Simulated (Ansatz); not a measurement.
NaLaMnMoO6:

```
CELL_PARAMETERS angstrom
5.43212 -0.01130 -0.00034
2.44365 4.93484 -0.01855
0.10940 2.68471 5.04562
ATOMIC_POSITIONS crystal
Na 0.69740 0.05972 0.73638
La 0.41072 0.51412 0.00994
Mn 0.92147 0.57866 0.41655
Mo 0.21633 0.97870 0.33337
O 0.56869 0.61375 0.56391
O 0.40995 0.05114 0.05764
O 0.31236 0.21070 0.45135
O 0.04288 0.86047 0.12140
O 0.05836 0.76646 0.60633
O 0.86183 0.36628 0.20313
```

The cell was built by a generator and needn't be a form met in nature.

* Program: Ansatz 0.2.0
* Task: relaxation of cell and atoms
* Functional: r2SCAN
* Dispersion: D4
* Potentials or basis: Ansatz PAW
* Cutoff: 500 eV (not typed: the program's choice for these potentials)
* k mesh: 4 × 5 × 4
* Occupations: fermi-dirac, width 0.05 eV
* Spin: collinear spin, ferromagnetic start
* Starting moments: [0.0, 0.0, 4.0, 1.0, 0.0, 0.0, 0.0, 0.0, 0.0, 0.0] μB

At the start: volume 13.57 Å³/atom.

How do energy, volume and symmetry change on relaxing?

It ends after 16 steps and the volume is 12.90 Å³/atom (-4.9 %); space group R3 (No. 146, to 0.05 Å); moment 5.00 μB per cell.

Step by step:
| step | energy change (eV) | largest force (eV/Å) | volume (Å³) |
| --- | --- | --- | --- |
| 1 | 0.0000 | 0.4392 | 135.66 |
| 2 | -0.0585 | 0.2672 | 131.10 |
| 3 | -0.0753 | 0.1770 | 131.14 |
| 4 | -0.0961 | 0.1991 | 130.40 |
| 5 | -0.1105 | 0.2452 | 128.84 |
| 6 | -0.1505 | 0.4077 | 127.97 |
| 7 | -0.1523 | 0.5932 | 126.51 |
| 8 | -0.2725 | 0.4929 | 127.68 |
| 9 | -0.3353 | 0.3175 | 129.37 |
| 10 | -0.3443 | 0.2031 | 128.59 |
| 11 | -0.3902 | 0.2322 | 129.47 |
| 12 | -0.3927 | 0.0588 | 129.24 |
| 13 | -0.3930 | 0.0341 | 129.17 |
| 14 | -0.3932 | 0.0175 | 128.94 |
| 15 | -0.3933 | 0.0083 | 129.00 |
| 16 | -0.3891 | 0.0085 | 129.00 |

Final structure:
```xyz
10
Lattice="5.4998 0.1544 -0.1484 2.6249 4.8332 0.2049 0.0555 2.8887 5.0940" Properties=species:S:1:pos:R:3 pbc="T T T"
Na    3.8886    2.4287    3.7934
La    3.7777    2.6552   -0.1464
Mn    6.5504    4.1872    2.1671
Mo    3.7427    5.7276    1.7555
O     4.6224    4.3995    2.9210
O     2.6566    0.6201    0.5097
O     1.8203    2.1824    2.8722
O     2.6453    4.5960    0.7373
O     2.2656    5.5512    3.0528
O     6.0983    2.6233    0.5227
```

Caveat: the magnetic or orbital state may not be the lowest; the plane-wave basis is chosen anew once the cell has moved, so the energies of steps on either side of that aren't comparable; a cell with one magnetic atom can't hold antiferromagnetic order, which such compounds often take; the PAW data sets come from PBE, with cores solved anew for the run's functional, which leaves a small shift of forces and pressure.
